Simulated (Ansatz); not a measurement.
**CH3ClF3MoN: small, medium and large basis sets**

An exercise on one series of results from a longer session: the logs are not shown, and one member is left open.

Program: Ansatz 0.2.0, Gaussian basis. Level of theory: one geometry, several basis sets. These are calculated values, not measurements.

Levels to be run: PBE0-D4/def2-SVP; ωB97M-V/def2-SVP; PBE0-D4/def2-QZVPP; ωB97M-V/def2-QZVPP; the functionals' def2-TZVPP values are taken from earlier runs.

## The geometry

All runs share one geometry, relaxed beforehand with PBE0-D4 in a triple-zeta def2 set. Mo takes the def2 core potential; no spin-orbit term is included.

SMILES `C[N]=[Mo]([F])([F])([F])[Cl]`, 10 atoms, charge 0, spin multiplicity 1.

Atoms are counted from 1 here; the program's logs count them from 0.

Bond lengths: C1–N2 1.412 Å, C1–H8 1.093 Å, C1–H9 1.094 Å, C1–H10 1.093 Å, N2–Mo3 1.672 Å, Mo3–F4 1.857 Å, Mo3–F5 1.854 Å, Mo3–F6 1.854 Å, Mo3–Cl7 2.288 Å. Angles: N2–C1–H8 109.8°, N2–C1–H9 109.1°, N2–C1–H10 109.8°, H8–C1–H9 109.3°, H8–C1–H10 109.6°, H9–C1–H10 109.3°, C1–N2–Mo3 177.8°, N2–Mo3–F4 105.6°, N2–Mo3–F5 103.4°, N2–Mo3–F6 103.4°, N2–Mo3–Cl7 102.1°, F4–Mo3–F5 85.7°, F4–Mo3–F6 85.7°, F4–Mo3–Cl7 152.3°, F5–Mo3–F6 153.1°, F5–Mo3–Cl7 88.0°, F6–Mo3–Cl7 88.0°.

Set-up of the first run:

in.yaml

```yaml
crystal:
  periodic: [false, false, false]
  atoms:
    - {symbol: C, position_ang: [0.405390, -1.716003, -0.045843]}
    - {symbol: N, position_ang: [0.024675, -0.356088, -0.019631]}
    - {symbol: Mo, position_ang: [-0.365254, 1.269101, 0.021783]}
    - {symbol: F, position_ang: [-2.195959, 1.350273, -0.277309]}
    - {symbol: F, position_ang: [-0.194368, 1.797692, -1.746727]}
    - {symbol: F, position_ang: [-0.784529, 1.565718, 1.802914]}
    - {symbol: Cl, position_ang: [1.667726, 2.239316, 0.423129]}
    - {symbol: H, position_ang: [-0.125201, -2.264044, 0.737324]}
    - {symbol: H, position_ang: [1.483078, -1.788939, 0.128792]}
    - {symbol: H, position_ang: [0.167643, -2.148127, -1.021533]}
basis:
  gaussian: {orbitals: def2-SVP}
hamiltonian: {xc: pbe0, dispersion: d4}
output: {orbitals: {seedname: orbitals}}
```

Run with:

```console
> ansatz run in.yaml --threads 4 --pin off --events-out ev --progress --plain --max-ram 11315MiB
```

Among the steps run: PBE0-D4 in def2-SVP; ωB97M-V in def2-SVP; PBE0-D4 in def2-QZVPP; ωB97M-V in def2-QZVPP.

One table of the session follows, with a row left open; its other results are not shown here.

It belongs to the step «Density functionals: the series». 

```
functional       basis  HOMO (eV)  LUMO (eV)
   PBE0-D4    def2-SVP      -8.99      -4.08
   PBE0-D4  def2-TZVPP      -9.00      -4.03
   PBE0-D4  def2-QZVPP          ?          ?
   ωB97M-V    def2-SVP     -11.15      -1.86
   ωB97M-V  def2-TZVPP     -11.19      -1.83
   ωB97M-V  def2-QZVPP     -11.20      -1.83
```

Estimate the missing values for PBE0-D4, def2-QZVPP.

The run gave: HOMO (eV): -9.00; LUMO (eV): -4.02.
